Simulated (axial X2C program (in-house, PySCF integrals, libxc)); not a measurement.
# Linear HSnF at several levels

An exercise on one series of results from a longer session: the logs are not shown, and one member is left open.

The runs use an in-house X2C program for linear molecules on PySCF integrals; all-electron X2C, two-component (2c) or spin-free, H dyall-v3z, Sn dyall-v3z, F dyall-av3z.

All values are calculated.

2 further runs of the same task are left out: 2 set aside as unsound or not needed.

The first run:

The input, task.json:

```json
{"zs": [1, 50, 9], "q": 0, "bas": ["dyall-v3z", "dyall-v3z", "dyall-av3z"], "r0": [1.72, 2.04], "symm": 0, "scan": ["PBE0", "HF", "TPSSh"], "levels": ["PBE0", "HF", "BHandHLYP"], "nst": 2}
```

Keys: zs atomic numbers; q charge; bas basis sets; r0 starting distance in Å; symm equal bonds; scan levels of the two-bond scan (MP2 follows by itself at each HF point); levels methods; nst determinants followed.

Run with:

```sh
python solin.py task.json out
```

Masses H 1.008, Sn 119.902, F 18.998 u.

Among the steps run: Scan at PBE0, 2c; Scan at HF, 2c; Scan at TPSSh, 2c.

One table of the session follows, with a row left open; its other results are not shown here.

| level | r(H–Sn) (Å) | r(Sn–F) (Å) | lower stretch (cm⁻¹) | upper stretch (cm⁻¹) |
| --- | --- | --- | --- | --- |
| PBE0, 2c | 1.997 | 2.091 | 414.7 | 1237.4 |
| HF, 2c | 2.011 | 2.075 | 404.5 | 1229.5 |
| TPSSh, 2c | 1.996 | 2.101 | 411.7 | 1241.9 |
| MP2, 2c | ? | ? | ? | ? |
| PBE0, spin-free | 1.997 | 2.092 | 415.0 | 1255.4 |
| HF, spin-free | 2.016 | 2.074 | 405.0 | 1232.0 |
| TPSSh, spin-free | 1.995 | 2.101 | 411.9 | 1256.8 |
| MP2, spin-free | 1.968 | 2.087 | 423.2 | 1317.9 |

Estimate the missing values for MP2, 2c.

**Answer.** r(H–Sn) (Å): 1.964; r(Sn–F) (Å): 2.088; lower stretch (cm⁻¹): 423.1; upper stretch (cm⁻¹): 1310.6. In the column «r(H–Sn) (Å)» it is the lowest.

Scans not shown above were run alike.

MP2 freezes inner shells (threshold -2 hartree). The molecule was held linear; bending was not examined, so a bent shape may lie lower.
